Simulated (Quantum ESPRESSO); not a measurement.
# GaGe (F-43m) in Quantum ESPRESSO: settings compared

The runs below take GaGe through band structure, single point, equation of state, with LDA, r2SCAN.

Everything below comes from runs of Quantum ESPRESSO 7.5. Logs are shortened: lines on timing, memory, paths and dates and some standing lists are left out, and cuts for length are marked.

**1. The crystal as given**

It takes space group F-43m (No. 216, cubic). Conventional cell: a = 5.796 Å, b = 5.796 Å, c = 5.796 Å, α = 90.00°, β = 90.00°, γ = 90.00°. Ge (site symmetry -43m) has 4 Ga at 2.51 Å as nearest neighbours. Ga (site symmetry -43m) is surrounded by 4 Ge at 2.51 Å.

The cell comes from a database or a generator and needn't be the stable form of this composition.

**2. Band structure, LDA**

pw.in

```
&CONTROL
  calculation = 'scf'
  prefix = 'pwscf'
  outdir = './tmp'
  pseudo_dir = './pseudo'
  tprnfor = .true.
  tstress = .true.
  disk_io = 'low'
/
&SYSTEM
  ibrav = 0
  nat = 2
  ntyp = 2
  ecutwfc = 56
  ecutrho = 448
  nbnd = 24
  occupations = 'smearing'
  smearing = 'fd'
  degauss = 0.00367493
/
&ELECTRONS
  conv_thr = 4d-10
  electron_maxstep = 120
  mixing_beta = 0.5
/
ATOMIC_SPECIES
Ge    72.6300 ge_lda_v1.4.uspp.F.UPF
Ga    69.7230 ga_lda_v1.4.uspp.F.UPF
CELL_PARAMETERS angstrom
   0.0000000000    2.8978440000    2.8978440000
   2.8978440000    0.0000000000    2.8978440000
   2.8978440000    2.8978440000    0.0000000000
ATOMIC_POSITIONS crystal
Ge     0.0000000000    0.0000000000    0.0000000000
Ga     0.2500000000    0.2500000000    0.2500000000
K_POINTS automatic
8 8 8 0 0 0
```

bands.in

```
&CONTROL
  calculation = 'bands'
  prefix = 'pwscf'
  outdir = './tmp'
  pseudo_dir = './pseudo'
  disk_io = 'low'
  verbosity = 'high'
/
&SYSTEM
  ibrav = 0
  nat = 2
  ntyp = 2
  ecutwfc = 56
  ecutrho = 448
  nbnd = 24
  occupations = 'smearing'
  smearing = 'fd'
  degauss = 0.00367493
/
&ELECTRONS
  conv_thr = 1d-08
  electron_maxstep = 120
  mixing_beta = 0.5
  diago_full_acc = .true.
  startingwfc = 'random'
/
ATOMIC_SPECIES
Ge    72.6300 ge_lda_v1.4.uspp.F.UPF
Ga    69.7230 ga_lda_v1.4.uspp.F.UPF
CELL_PARAMETERS angstrom
   0.0000000000    2.8978440000    2.8978440000
   2.8978440000    0.0000000000    2.8978440000
   2.8978440000    2.8978440000    0.0000000000
ATOMIC_POSITIONS crystal
Ge     0.0000000000    0.0000000000    0.0000000000
Ga     0.2500000000    0.2500000000    0.2500000000
K_POINTS crystal
60
 0.0000000000  0.0000000000  0.0000000000 1
 0.0625000000  0.0000000000  0.0625000000 1
 0.1250000000  0.0000000000  0.1250000000 1
 0.1875000000  0.0000000000  0.1875000000 1
 0.2500000000  0.0000000000  0.2500000000 1
 0.3125000000  0.0000000000  0.3125000000 1
 0.3750000000  0.0000000000  0.3750000000 1
 0.4375000000  0.0000000000  0.4375000000 1
 0.5000000000  0.0000000000  0.5000000000 1
 0.5000000000  0.0625000000  0.5625000000 1
 0.5000000000  0.1250000000  0.6250000000 1
 0.5000000000  0.1875000000  0.6875000000 1
 0.5000000000  0.2500000000  0.7500000000 1
 0.4375000000  0.3125000000  0.7500000000 1
 0.3750000000  0.3750000000  0.7500000000 1
 0.3375000000  0.3375000000  0.6750000000 1
 0.3000000000  0.3000000000  0.6000000000 1
 0.2625000000  0.2625000000  0.5250000000 1
 0.2250000000  0.2250000000  0.4500000000 1
 0.1875000000  0.1875000000  0.3750000000 1
 0.1500000000  0.1500000000  0.3000000000 1
 0.1125000000  0.1125000000  0.2250000000 1
 0.0750000000  0.0750000000  0.1500000000 1
 0.0375000000  0.0375000000  0.0750000000 1
 0.0000000000  0.0000000000  0.0000000000 1
 0.0625000000  0.0625000000  0.0625000000 1
 0.1250000000  0.1250000000  0.1250000000 1
 0.1875000000  0.1875000000  0.1875000000 1
 0.2500000000  0.2500000000  0.2500000000 1
 0.3125000000  0.3125000000  0.3125000000 1
 0.3750000000  0.3750000000  0.3750000000 1
 0.4375000000  0.4375000000  0.4375000000 1
 0.5000000000  0.5000000000  0.5000000000 1
 0.5250000000  0.4500000000  0.5250000000 1
 0.5500000000  0.4000000000  0.5500000000 1
 0.5750000000  0.3500000000  0.5750000000 1
 0.6000000000  0.3000000000  0.6000000000 1
 0.6250000000  0.2500000000  0.6250000000 1
 0.5833333333  0.2500000000  0.6666666667 1
 0.5416666667  0.2500000000  0.7083333333 1
 0.5000000000  0.2500000000  0.7500000000 1
 0.5000000000  0.2857142857  0.7142857143 1
 0.5000000000  0.3214285714  0.6785714286 1
 0.5000000000  0.3571428571  0.6428571429 1
 0.5000000000  0.3928571429  0.6071428571 1
 0.5000000000  0.4285714286  0.5714285714 1
 0.5000000000  0.4642857143  0.5357142857 1
 0.5000000000  0.5000000000  0.5000000000 1
 0.4821428571  0.4821428571  0.5357142857 1
 0.4642857143  0.4642857143  0.5714285714 1
 0.4464285714  0.4464285714  0.6071428571 1
 0.4285714286  0.4285714286  0.6428571429 1
 0.4107142857  0.4107142857  0.6785714286 1
 0.3928571429  0.3928571429  0.7142857143 1
 0.3750000000  0.3750000000  0.7500000000 1
 0.6250000000  0.2500000000  0.6250000000 1
 0.5937500000  0.1875000000  0.5937500000 1
 0.5625000000  0.1250000000  0.5625000000 1
 0.5312500000  0.0625000000  0.5312500000 1
 0.5000000000  0.0000000000  0.5000000000 1
```

Potentials or basis: GBRV 1.5 LDA.

Command:

```
$ OMP_NUM_THREADS=1 mpirun -n 2 pw.x -nk 2 -in pw.in > pw.out
$ OMP_NUM_THREADS=1 mpirun -n 2 pw.x -nk 2 -in bands.in > bands.out
```

pw.out:

```text
This program is part of the open-source Quantum ESPRESSO suite
     for quantum simulation of materials; please cite
[... 6 lines left out ...]
     using ibrav=0 with symmetry is DISCOURAGED, use correct ibrav instead

     K-points division:     npool     =       2
     Subspace diagonalization in iterative solution of the eigenvalue problem:
     a serial algorithm will be used

     G-vector sticks info
     --------------------
     sticks:   dense  smooth     PW     G-vecs:    dense   smooth      PW
     Sum        1843     925    283                52393    18643    3119

     Using Slab Decomposition

     bravais-lattice index     =            0
     lattice parameter (alat)  =       7.7444  a.u.
     unit-cell volume          =     328.4366 (a.u.)^3
     number of atoms/cell      =            2
     number of atomic types    =            2
     number of electrons       =        33.00
     number of Kohn-Sham states=           24
     kinetic-energy cutoff     =      56.0000  Ry
     charge density cutoff     =     448.0000  Ry
     scf convergence threshold =      4.0E-10
     mixing beta               =       0.5000
     number of iterations used =            8  plain     mixing
     Exchange-correlation=  SLA  PZ   NOGX NOGC
                           (   1   1   0   0   0   0   0)

     celldm(1)=   7.744419  celldm(2)=   0.000000  celldm(3)=   0.000000
     celldm(4)=   0.000000  celldm(5)=   0.000000  celldm(6)=   0.000000

     crystal axes: (cart. coord. in units of alat)
               a(1) = (   0.000000   0.707107   0.707107 )
               a(2) = (   0.707107   0.000000   0.707107 )
               a(3) = (   0.707107   0.707107   0.000000 )

     reciprocal axes: (cart. coord. in units 2 pi/alat)
               b(1) = ( -0.707107  0.707107  0.707107 )
               b(2) = (  0.707107 -0.707107  0.707107 )
               b(3) = (  0.707107  0.707107 -0.707107 )

     PseudoPot. # 1 for Ge read from file:
     ge_lda_v1.4.uspp.F.UPF
     Pseudo is Ultrasoft + core correction, Zval = 14.0
     Generated by new atomic code, or converted to UPF format
     Using radial grid of  873 points,  6 beta functions with:
                l(1) =   0
                l(2) =   0
                l(3) =   1
                l(4) =   1
                l(5) =   2
                l(6) =   2
     Q(r) pseudized with  8 coefficients,  rinner =    1.400   1.400   1.400
                                                       1.400   1.400

     PseudoPot. # 2 for Ga read from file:
     ga_lda_v1.4.uspp.F.UPF
     Pseudo is Ultrasoft + core correction, Zval = 19.0
     Generated by new atomic code, or converted to UPF format
     Using radial grid of  871 points,  6 beta functions with:
                l(1) =   0
                l(2) =   0
                l(3) =   1
                l(4) =   1
                l(5) =   2
                l(6) =   2
     Q(r) pseudized with  8 coefficients,  rinner =    1.250   1.250   1.250
                                                       1.250   1.250

     atomic species   valence    mass     pseudopotential
     Ge               14.00    72.63000     Ge( 1.00)
     Ga               19.00    69.72300     Ga( 1.00)

     24 Sym. Ops. (no inversion) found

   Cartesian axes

     site n.     atom                  positions (alat units)
         1        Ge     tau(   1) = (   0.0000000   0.0000000   0.0000000  )
         2        Ga     tau(   2) = (   0.3535534   0.3535534   0.3535534  )

     number of k points=    29  Fermi-Dirac smearing, width (Ry)=  0.0037
                       cart. coord. in units 2pi/alat
        k(    1) = (   0.0000000   0.0000000   0.0000000), wk =   0.0039062
        k(    2) = (   0.0883883   0.0883883  -0.0883883), wk =   0.0312500
        k(    3) = (   0.1767767   0.1767767  -0.1767767), wk =   0.0312500
        k(    4) = (   0.2651650   0.2651650  -0.2651650), wk =   0.0312500
        k(    5) = (  -0.3535534  -0.3535534   0.3535534), wk =   0.0156250
[... 45 lines left out ...]

          k = 0.3536 0.0000 0.0000 (  2293 PWs)   bands (ev):

   -86.9875 -86.9875 -86.9875 -17.4964 -17.4920 -17.4920 -17.4761 -17.4735
    -7.8560  -7.8115  -7.8115  -7.7778  -7.7659  -3.0920   3.9073   6.2867
     6.2867   9.1907  10.7888  13.9420  13.9420  14.8360  17.8450  18.3049

          k = 0.4419 0.0884-0.0884 (  2329 PWs)   bands (ev):
[... 13 lines left out ...]
   -86.9875 -86.9875 -86.9875 -17.4944 -17.4922 -17.4911 -17.4750 -17.4738
    -7.8625  -7.8091  -7.8049  -7.7737  -7.7690  -1.6219   1.2904   4.2120
     6.2487   9.7503  12.9655  13.7169  14.6833  15.5653  16.7865  19.2645

          k = 0.0000-0.3536 0.3536 (  2325 PWs)   bands (ev):

   -86.9875 -86.9875 -86.9875 -17.4940 -17.4927 -17.4920 -17.4745 -17.4744
    -7.8566  -7.8120  -7.8107  -7.7717  -7.7700  -2.2841   2.2184   4.4862
     6.8083  10.1335  12.9178  13.0572  13.2040  15.4599  17.2393  19.5082

          k = 0.5303-0.0000 0.0000 (  2337 PWs)   bands (ev):

   -86.9875 -86.9875 -86.9875 -17.4976 -17.4901 -17.4901 -17.4767 -17.4723
    -7.8727  -7.7983  -7.7983  -7.7852  -7.7634  -1.9832   1.9101   5.5369
     5.5369   8.7232   9.6238  16.0353  16.0353  16.9013  19.5364  20.0865

          k =-0.0884-0.6187 0.6187 (  2324 PWs)   bands (ev):

   -86.9875 -86.9875 -86.9875 -17.4974 -17.4899 -17.4897 -17.4767 -17.4722
    -7.8749  -7.7977  -7.7955  -7.7848  -7.7636  -1.3365   1.0720   4.7817
     5.4517   9.0069  10.0177  15.8012  16.2584  18.1623  19.5435  19.7699

          k = 0.0000-0.5303 0.5303 (  2329 PWs)   bands (ev):

   -86.9875 -86.9875 -86.9875 -17.4960 -17.4909 -17.4901 -17.4760 -17.4728
    -7.8700  -7.8028  -7.7979  -7.7800  -7.7664  -1.1261   0.8869   4.0051
     5.7094   9.2636  12.0640  15.1582  15.3601  15.9564  17.5545  21.1659

          k =-0.7071 0.0000 0.0000 (  2346 PWs)   bands (ev):

   -86.9875 -86.9875 -86.9875 -17.4981 -17.4893 -17.4893 -17.4770 -17.4718
    -7.8792  -7.7927  -7.7927  -7.7885  -7.7623  -1.0425   0.6656   5.2776
     5.2776   8.8043   8.9068  17.4418  17.4418  18.6145  19.8747  20.4313

          k = 0.3536 0.1768 0.0000 (  2325 PWs)   bands (ev):

   -86.9875 -86.9875 -86.9875 -17.4955 -17.4923 -17.4921 -17.4756 -17.4737
    -7.8543  -7.8139  -7.8121  -7.7755  -7.7668  -2.8798   3.2795   5.4827
     6.6987  10.4769  10.9915  12.5738  13.6351  15.7950  17.7595  18.1413

          k =-0.2652-0.4419 0.6187 (  2324 PWs)   bands (ev):
[... 19 lines left out ...]
   -86.9875 -86.9875 -86.9875 -17.4953 -17.4920 -17.4898 -17.4758 -17.4730
    -7.8678  -7.8056  -7.7985  -7.7784  -7.7671  -1.2488   1.0425   4.2058
     5.2527  10.3741  12.1958  13.1012  15.0427  16.7067  19.3161  19.9070

          k = 0.0000-0.3536 0.5303 (  2314 PWs)   bands (ev):

   -86.9875 -86.9875 -86.9875 -17.4943 -17.4929 -17.4902 -17.4753 -17.4735
    -7.8643  -7.8086  -7.8010  -7.7756  -7.7688  -1.4699   1.2915   4.0555
     5.6087  10.7579  12.5691  12.8568  14.7914  16.0373  17.4679  20.8407

          k =-0.7071 0.1768-0.0000 (  2324 PWs)   bands (ev):

   -86.9875 -86.9875 -86.9875 -17.4969 -17.4905 -17.4893 -17.4765 -17.4723
    -7.8741  -7.7989  -7.7955  -7.7830  -7.7646  -1.0039   0.7376   4.7749
     4.8309   9.9574  10.0742  15.4580  15.5698  18.4637  19.1888  20.3707

          k =-0.7071 0.3536 0.0000 (  2328 PWs)   bands (ev):

   -86.9875 -86.9875 -86.9875 -17.4945 -17.4930 -17.4893 -17.4757 -17.4731
    -7.8680  -7.8061  -7.7968  -7.7776  -7.7683  -0.9639   0.8167   4.3774
     4.4877  12.2255  12.2988  12.5933  12.9564  18.4997  19.1646  20.3669

     the Fermi energy is     6.5245 ev

!    total energy              =    -628.03087574 Ry
     estimated scf accuracy    <          3.7E-12 Ry
     smearing contrib. (-TS)   =      -0.00062960 Ry
     internal energy E=F+TS    =    -628.03024613 Ry

     The total energy is F=E-TS. E is the sum of the following terms:
     one-electron contribution =    -536.25030706 Ry
     hartree contribution      =     285.22371982 Ry
     xc contribution           =    -104.87742299 Ry
     ewald contribution        =    -272.12623591 Ry

     convergence has been achieved in  10 iterations

     Forces acting on atoms (cartesian axes, Ry/au):

     atom    1 type  1   force =     0.00000000    0.00000000    0.00000000
     atom    2 type  2   force =    -0.00000000    0.00000000    0.00000000

     Total force =     0.000000     Total SCF correction =     0.000000

     Computing stress (Cartesian axis) and pressure

          total   stress  (Ry/bohr**3)                   (kbar)     P=      -41.12
  -0.00027951  -0.00000000  -0.00000000          -41.12       -0.00       -0.00
  -0.00000000  -0.00027951  -0.00000000           -0.00      -41.12       -0.00
  -0.00000000  -0.00000000  -0.00027951           -0.00       -0.00      -41.12

=------------------------------------------------------------------------------=
   JOB DONE.
=------------------------------------------------------------------------------=
```

Run time: 56 s. Hardware: 2 MPI ranks of Arm Neoverse V1, shared host; peak memory 0.32 GiB.

Results:

- Free energy: -8544.7954 eV
- Pressure: -4.1 GPa
- Band gap on the k mesh: none (metal or under the smearing width)

Levels at the corners of the path, in eV from the Fermi level:
| point | band 14 | band 15 | band 16 | band 17 | band 18 | band 19 | band 20 | band 21 |
| --- | --- | --- | --- | --- | --- | --- | --- | --- |
| Γ | -10.57 | 1.69 | 1.69 | 1.69 | 1.86 | 4.34 | 4.34 | 4.34 |
| X | -7.57 | -5.86 | -1.25 | -1.25 | 2.28 | 2.38 | 10.92 | 10.92 |
| W | -7.49 | -5.71 | -2.15 | -2.04 | 5.70 | 5.77 | 6.07 | 6.43 |
| K | -7.65 | -5.64 | -2.52 | -0.82 | 2.74 | 5.54 | 8.63 | 8.84 |
| Γ | -10.57 | 1.69 | 1.69 | 1.69 | 1.86 | 4.34 | 4.34 | 4.34 |
| L | -8.62 | -5.40 | 0.38 | 0.38 | 1.95 | 5.34 | 5.34 | 8.11 |
| U | -7.65 | -5.64 | -2.52 | -0.82 | 2.74 | 5.54 | 8.63 | 8.84 |
| W | -7.49 | -5.71 | -2.15 | -2.04 | 5.70 | 5.77 | 6.07 | 6.43 |
| L | -8.62 | -5.40 | 0.38 | 0.38 | 1.95 | 5.34 | 5.34 | 8.11 |
| K | -7.65 | -5.64 | -2.52 | -0.82 | 2.74 | 5.54 | 8.63 | 8.84 |
| U | -7.65 | -5.64 | -2.52 | -0.82 | 2.74 | 5.54 | 8.63 | 8.84 |
| X | -7.57 | -5.86 | -1.25 | -1.25 | 2.28 | 2.38 | 10.92 | 10.92 |

(Part 1 of 2 ends here.)
